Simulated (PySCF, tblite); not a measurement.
# C₅H₉OS₂ radical: geometry, infrared bands and EPR parameters

Wanted: the infrared bands and EPR parameters of C₅H₉OS₂ radical (`C[S@@](=O)[C@@H]1CC[CH]S1`), by calculation.

Computed with tblite 0.8.0 and PySCF 2.14.0, with density-fitted response routines of our own, on a single molecule in the gas phase. Atoms are numbered from 0 throughout.

## 1. The molecule as given

17 atoms, charge 0, multiplicity 2; geometry from: force field or distance geometry start.

Bonds of the start (Å): C0–S1 1.81, S1–O2 1.55, S1–C3 1.79, C3–C4 1.51, C4–C5 1.51, C5–C6 1.53, C6–S7 1.85, S7–C3 1.82, C0–H8 1.12, C0–H9 1.11, C0–H10 1.11, C3–H11 1.12, C4–H12 1.10, C4–H13 1.09, C5–H14 1.10, C5–H15 1.10, C6–H16 1.13.

## 2. Relaxing the molecule with GFN2-xTB

What the job is given:

```
{"job": {"kind": "relax", "xc": "GFN2-xTB", "basis": "xTB"}, "charge": 0, "multiplicity": 2}
C      2.876400     0.573300     0.270300
S      1.377100    -0.123300    -0.457400
O      1.756300    -1.486200    -1.081500
C      0.055700    -0.292800     0.733600
C     -1.209700    -0.892500     0.173000
C     -2.065800     0.255500    -0.317600
C     -2.271500     1.165900     0.899200
S     -0.499600     1.308100     1.399200
H      2.750900     1.675300     0.440800
H      3.055700     0.097400     1.254100
H      3.761800     0.424900    -0.374400
H      0.418700    -0.883600     1.607500
H     -0.966900    -1.529400    -0.692700
H     -1.745700    -1.486400     0.919600
H     -1.515100     0.796600    -1.104900
H     -3.037500    -0.089000    -0.707100
H     -2.747700     0.498300     1.677700
```

On the command line:

```bash
> OMP_NUM_THREADS=1 python probes_run.py task.json out
```

The driver reads the jobs from task.json and runs them one after another.

**Question.** This job is followed by: GFN2-xTB harmonic vibrations, gas phase; UKS B3LYP, pcH-1 on C H O S, non-relativistic, mean-field spin-orbit, GIAO. What will the session give for the following? strongest single infrared mode (GFN2-xTB); zero-point energy (GFN2-xTB); g(iso) (B3LYP); ⟨S²⟩; largest a(iso) (averaged by class); surface potential, 1st and 99th percentile.

As calculated:

| quantity | value |
| --- | --- |
| strongest single infrared mode (GFN2-xTB) | 1140 cm⁻¹, 295 km/mol |
| zero-point energy (GFN2-xTB) | 80.7 kcal/mol |
| g(iso) (B3LYP) | 2.00458 |
| ⟨S²⟩ | 0.754 (exact 0.75) |
| largest a(iso) (averaged by class) | 1H on H14, 121.1 MHz |
| surface potential, 1st and 99th percentile | -1.99 V and 1.12 V |

In words: Over 129 steps the energy fell by 1.770 eV; of the close pairs, C6–S7 changed most, 1.847 to 1.714 Å. All 45 modes are real, so the xTB geometry is a minimum. The strongest single mode, at 1140 cm⁻¹, moves mainly O2 and S1. Unscaled tight-binding wavenumbers are off by several per cent, some by more. Its intensities can rank the bands wrongly. C6 carries the largest spin population, 0.85 e. The isotropic g lies 2.3 ppt above the free-electron value.
